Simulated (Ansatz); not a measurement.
# CH5FSn: one species, many methods

One table from this session's results is given with a row withheld; the runs are named, their logs left out.

Computed with Ansatz 0.2.0, Gaussian basis. Level: functionals in def2-TZVPP, the program's frozen cores in correlated methods.

Plan: LDA (SPW92), PBE-D4, revPBE-D4, BLYP-D4, r2SCAN-D4, B97M-V, PBE0-D4, B3LYP-D4, r2SCANh-D4, r2SCAN0-D4, HSE06-D4, BHLYP-D4, CAM-B3LYP-D4, LC-ωPBE, ωB97X-V, ωB97M-V, B2PLYP, PBE-QIDH; CCSD(T)/def2-SVP; CCSD(T)/def2-TZVPP; MP2/def2-QZVPP; extrapolation to the limit; RPA on PBE.

## The geometry

All runs share one geometry, relaxed beforehand with PBE0-D4 in a triple-zeta def2 set. Sn takes the def2 core potential; no spin-orbit term is included.

SMILES `[CH3][SnH2][F]`, 8 atoms, charge 0, spin multiplicity 1.

Atoms are counted from 1 here; the program's logs count them from 0.

Bond lengths: C1–Sn2 2.124 Å, C1–H4 1.090 Å, C1–H5 1.090 Å, C1–H6 1.091 Å, Sn2–F3 1.932 Å, Sn2–H7 1.706 Å, Sn2–H8 1.706 Å. Angles: Sn2–C1–H4 109.4°, Sn2–C1–H5 109.3°, Sn2–C1–H6 110.4°, H4–C1–H5 109.3°, H4–C1–H6 109.2°, H5–C1–H6 109.2°, C1–Sn2–F3 104.3°, C1–Sn2–H7 114.7°, C1–Sn2–H8 114.7°, F3–Sn2–H7 104.3°, F3–Sn2–H8 104.3°, H7–Sn2–H8 112.9°.

Set-up of the first run:

File in.yaml:

```yaml
crystal:
  periodic: [false, false, false]
  atoms:
    - {symbol: C, position_ang: [-0.890223, 0.708220, -0.186664]}
    - {symbol: Sn, position_ang: [0.793652, -0.509108, 0.253629]}
    - {symbol: F, position_ang: [0.721943, -1.917886, -1.065858]}
    - {symbol: H, position_ang: [-0.791718, 1.111832, -1.193937]}
    - {symbol: H, position_ang: [-1.795802, 0.105146, -0.127052]}
    - {symbol: H, position_ang: [-0.959778, 1.531717, 0.525110]}
    - {symbol: H, position_ang: [0.710247, -1.326501, 1.748811]}
    - {symbol: H, position_ang: [2.303879, 0.239481, -0.009840]}
basis:
  gaussian: {orbitals: def2-TZVPP}
hamiltonian: {xc: lda}
output: {orbitals: {seedname: orbitals}}
```

Among the steps run: LDA; PBE-D4 (GGA); revPBE-D4 (GGA); BLYP-D4 (GGA); r2SCAN-D4 (meta-GGA); B97M-V (meta-GGA); PBE0-D4 (hybrid); B3LYP-D4 (hybrid); r2SCANh-D4 (hybrid); r2SCAN0-D4 (hybrid); HSE06-D4 (hybrid); BHLYP-D4 (hybrid); CAM-B3LYP-D4 (range-separated); LC-ωPBE-D4 (range-separated; the results give it without D4); ωB97X-V (range-separated); ωB97M-V (range-separated); B2PLYP (double hybrid); PBE-QIDH (double hybrid).

One table of the session follows, with a row left open; its other results are not shown here.

It belongs to the step «Frontier levels by functional». 

| functional | HOMO (eV) | gap (eV) |
| --- | --- | --- |
| LDA (SPW92) | -7.52 | 6.08 |
| PBE-D4 | -7.37 | 6.19 |
| revPBE-D4 | -7.31 | 6.24 |
| BLYP-D4 | ? | ? |
| r2SCAN-D4 | -7.68 | 6.89 |
| B97M-V | -7.77 | 6.74 |
| PBE0-D4 | -8.71 | 8.31 |
| B3LYP-D4 | -8.49 | 7.82 |
| r2SCANh-D4 | -8.18 | 7.66 |
| r2SCAN0-D4 | -8.91 | 8.76 |
| HSE06-D4 | -8.31 | 7.55 |
| BHLYP-D4 | -9.88 | 10.16 |
| CAM-B3LYP-D4 | -10.06 | 10.48 |
| LC-ωPBE | -11.40 | 12.97 |
| ωB97X-V | -11.04 | 12.47 |
| ωB97M-V | -10.91 | 11.98 |

Estimate the missing values for BLYP-D4.

Worked estimate for «HOMO (eV)». Against the share of exact exchange, B3LYP-D4 (0.2, -8.49), BHLYP-D4 (0.5, -9.88) give a slope of -4.63 per unit share; at 0 the line stands at -7.56.

As computed: HOMO (eV): -7.26; gap (eV): 6.13. In «HOMO (eV)» the line misses by -0.30.
